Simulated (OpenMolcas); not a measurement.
# Fe⁴⁺ among point charges: CASSCF and CASPT2 levels and susceptibility

How does a field of 4 point charges split the states of Fe⁴⁺, and what χT follows?

Method: state-averaged CASSCF and CASPT2, spin-orbit coupling by RASSI with atomic mean-field integrals. Code: OpenMolcas 26.06.

**1. What is computed**

- Species: Fe⁴⁺ (iron, Z = 26, 22 electrons)
- Basis: ANO-RCC-VDZP [5s4p2d1f], 34 functions
- Scalar Hamiltonian: DKH2, point nucleus
- Inactive shells: 1s 2s 2p 3s 3p
- Active space: 4 electrons in 5 orbitals (3d)
- Some configurations of this space: 3d⁴
- Orbitals: optimised for each spin and parity, averaged over all roots

Outer shells as boxes (Hund's rule):

3d4
```
3d [↑ ][↑ ][↑ ][↑ ][  ]
```

The ion sits among 4 point charges of -3 e arranged as a tetrahedron (Td), 2.03 Å from the ion.

Each step is its own input file, run in one work folder so that later steps find the files of earlier ones. Labels, J, g values, rates, χT and fits are worked out afterwards by a script from the matrices that RASSI stores.

**2. One- and two-electron integrals**

a.inp

```
&GATEWAY
Coord
1

Fe 0.0 0.0 0.0
Basis=ANO-RCC-VDZP
Group=NoSym
NoMove
AngMom=0.0 0.0 0.0
AMFI
XField
4 Angstrom 0
1.172021 1.172021 1.172021 -3.000000
1.172021 -1.172021 -1.172021 -3.000000
-1.172021 1.172021 -1.172021 -3.000000
-1.172021 -1.172021 1.172021 -3.000000
&SEWARD
```

Command:

```
$ OMP_NUM_THREADS=1 MOLCAS_MEM=1689 MOLCAS_PROJECT=a pymolcas a.inp > a.log
```

**3. CASSCF: quintets, 5 roots**

a.inp

```
&RASSCF
FileOrb=start.orb
Symmetry=1
Spin=5
nActEl=4 0 0
Inactive=9
Ras2=5
CIRoot=5 5 1
SDav=5
CIMx=300
Iter=120 100
PrWF=0.3
OrbListing=Nothing
MaxOrb=0
>>> COPY $Project.JobIph JOB001
```

start.orb holds the contracted functions of the basis, ordered by shell, or the orbitals of the step before.

**4. Reference wave functions, triplets, 45 roots**

a.inp

```
&RASSCF
FileOrb=start.orb
Symmetry=1
Spin=3
nActEl=4 0 0
Inactive=9
Ras2=5
CIRoot=45 45 1
SDav=45
CIMx=300
Iter=120 100
PrWF=0.3
OrbListing=Nothing
MaxOrb=0
>>> COPY $Project.JobIph JOB002
```

**5. CASSCF: singlets, 50 roots**

a.inp

```
&RASSCF
FileOrb=start.orb
Symmetry=1
Spin=1
nActEl=4 0 0
Inactive=9
Ras2=5
CIRoot=50 50 1
SDav=50
CIMx=300
Iter=120 100
PrWF=0.3
OrbListing=Nothing
MaxOrb=0
>>> COPY $Project.JobIph JOB003
```

**6. State interaction with spin-orbit coupling**

a.inp

```
&RASSI
NrOfJobIphs=3 5 45 50
1 2 3 4 5
1 2 3 4 5 6 7 8 9 10 11 12 13 14 15 16 17 18 19 20 21 22 23 24 25 26 27
28 29 30 31 32 33 34 35 36 37 38 39 40 41 42 43 44 45
1 2 3 4 5 6 7 8 9 10 11 12 13 14 15 16 17 18 19 20 21 22 23 24 25 26 27
28 29 30 31 32 33 34 35 36 37 38 39 40 41 42 43 44 45 46 47 48 49 50
IphNames
JOB001
JOB002
JOB003
EJob
SpinOrbit
DIPRint=1.0
SOCoupling=1000.0
Subsets=2
Property=9
'ANGMOM' 1 'ANGMOM' 2 'ANGMOM' 3 'MLTPL  1' 1 'MLTPL  1' 2 'MLTPL  1' 3
'AMFI' 1 'AMFI' 2 'AMFI' 3
SOProperty=3
'ANGMOM' 1 'ANGMOM' 2 'ANGMOM' 3
```

**7. CASPT2: IPEA 0.25, imaginary shift 0.1 (closed shells correlated: 3s 3p)**

a.inp

```
>>> COPY JOB001 $Project.JobIph
&CASPT2
Multistate=5 1 2 3 4 5
NoMult
Frozen=5
IPEA=0.25
Imaginary=0.1
MaxIter=60
WThr=0.0 0.3 0.05
PrWF=0.5
NoMix
>>> COPY JOB002 $Project.JobIph
&CASPT2
Multistate=45 1 2 3 4 5 6 7 8 9 10 11 12 13 14 15 16 17 18 19 20 21 22
23 24 25 26 27 28 29 30 31 32 33 34 35 36 37 38 39 40 41 42 43 44 45
NoMult
Frozen=5
IPEA=0.25
Imaginary=0.1
MaxIter=60
WThr=0.0 0.3 0.05
PrWF=0.5
NoMix
>>> COPY JOB003 $Project.JobIph
&CASPT2
Multistate=50 1 2 3 4 5 6 7 8 9 10 11 12 13 14 15 16 17 18 19 20 21 22
23 24 25 26 27 28 29 30 31 32 33 34 35 36 37 38 39 40 41 42 43 44 45 46
47 48 49 50
NoMult
Frozen=5
IPEA=0.25
Imaginary=0.1
MaxIter=60
WThr=0.0 0.3 0.05
PrWF=0.5
NoMix
```

(Steps that only read results are left out.)

Q: Predict the outcome of this session. Wanted: spin-free ground state; first state of the same spin within the active space; lowest level; next level.

The runs gave:

| quantity | value |
| --- | --- |
| method | SS-CASPT2, IPEA 0.25, imaginary shift 0.1 (closed shells correlated: 3s 3p) |
| spin-free ground state | 5T2, 3-fold in its orbital part |
| first state of the same spin within the active space | 5E at 1450 cm⁻¹ |
| lowest level | 1-fold A1 |
| next level | 110.1 cm⁻¹ |
| χT at 300 K | 1.72 cm³ K/mol |
| effective moment at 300 K | 3.71 μB |

Cost by method:

```
                                              method  time of its own steps  time with the reference
                                           A. CASSCF                   24 s                     24 s
B. SS-CASPT2, IPEA 0.25, imaginary shift 0.1, +3s 3p                  8.2 s                     32 s
```

Times are of one thread on a shared host.

**Reading.** The spin-free ground state (5T2) comes to 100 % from free-ion D terms and keeps the highest spin of the shell. χT at 300 K is 1.72, against 3.01 cm³ K/mol for the spin alone, so spin-orbit coupling lowers it. An active space of the d shell alone favours high spin; real ions in strong fields can be low spin. CASPT2 does not keep the components of a term degenerate, and the means are used. The field of point charges can differ much from that of real complexes. This is an electrostatic model: the charges have no orbitals.
